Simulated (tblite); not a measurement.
## ScAgTe$_{2}$: one setting at a time in tblite

Simulated with tblite 0.8.0. This is a test of settings. The cell was built from a prototype and was relaxed with r2SCAN in plane waves (Ansatz 0.2.0). It may be hypothetical. All runs are without spin polarisation.

It is trigonal, R-3m (No. 166); a = 4.212 Å, c = 21.017 Å in the conventional setting, 26.91 Å³ an atom. Around Ag lie 6 Te at 3.04 Å; around Sc lie 6 Te at 2.95 Å; around Te lie 3 Sc at 2.95 Å and 3 Ag at 3.04 Å.

The base run uses GFN1-xTB on a cluster of 108 atoms.

```python
import json
from ase import Atoms
from ase.build import make_supercell
from ase.units import Bohr, GPa, Hartree
from tblite.interface import Calculator

atoms = Atoms(['Ag', 'Sc', 'Te', 'Te'],
              cell=[[2.10600686, 1.21590363, 7.00563163], [-2.10600686, 1.21590363, 7.00563163], [0.0, -2.43180726, 7.00563163]],
              scaled_positions=[[1.0, 0.0, 0.0], [0.5, 0.5, 0.5], [0.246539692, 0.246539692, 0.246539692], [0.753460308, 0.753460308, 0.753460308]],
              pbc=True)
cluster = make_supercell(atoms, [[3, -3, 0], [0, 3, -3], [1, 1, 1]])
calc = Calculator('GFN1-xTB', cluster.numbers, cluster.positions / Bohr, lattice=cluster.cell[:] / Bohr, periodic=cluster.pbc)
calc.set('temperature', 0.02 / Hartree)
calc.set('max-iter', 150)
res = calc.singlepoint()
levels = res.get('orbital-energies') * Hartree
nv = round(res.get('orbital-occupations').sum() / 2)
cells = len(cluster) // len(atoms)
out = {'energy_per_cell': res.get('energy') * Hartree / cells, 'homo': levels[nv - 1], 'lumo': levels[nv],
       'stress': (-res.get('virial') * Hartree / cluster.get_volume() / GPa).tolist(), 'charges': res.get('charges')[:len(atoms)].tolist(), 'electrons': 2 * nv / cells}
json.dump(out, open('results.json', 'w'))
for key, value in out.items():
    print(key, value)
```

Command: `python run.py`. It took 19 s on 1 thread of Arm Neoverse V2, with other jobs on the host, peak memory 0.23 GiB.

It converged with a gap of 0.30 eV and a pressure of -17.77 GPa (positive in compression). xTB was fitted to molecules, so gaps, charges and pressures of solids can be far off.

Each further run moved one setting: method (Hamiltonian); accuracy (scale of the thresholds); temperature (electronic temperature in eV); charge (charge of the whole cluster); cluster (size of the cluster in conventional cells). Changes are from the base run, which isn't itself converged in every setting; energies of another Hamiltonian, functional, basis or charge aren't compared, and those at a high electronic temperature are mostly its entropy term.

```csv
setting,how it ended,gap change (eV),energy change (meV/atom),pressure change (GPa),time (s)
method = IPEA1-xTB,converged,0.95,–,-5.65,9.6
accuracy = 0.01,converged,0.00,0.0,0.00,24
temperature = 0.3,converged,0.55,-187.5,0.17,23
charge = -2.0 (poor on purpose),converged,–,–,–,44
cluster = 1x1x1 (poor on purpose),converged,0.10,1999.3,17.50,0.96
```

accuracy = 0.01 changes nothing that matters here.

Spin-orbit coupling is left out, which matters wherever the heavy atoms make up the band edges.
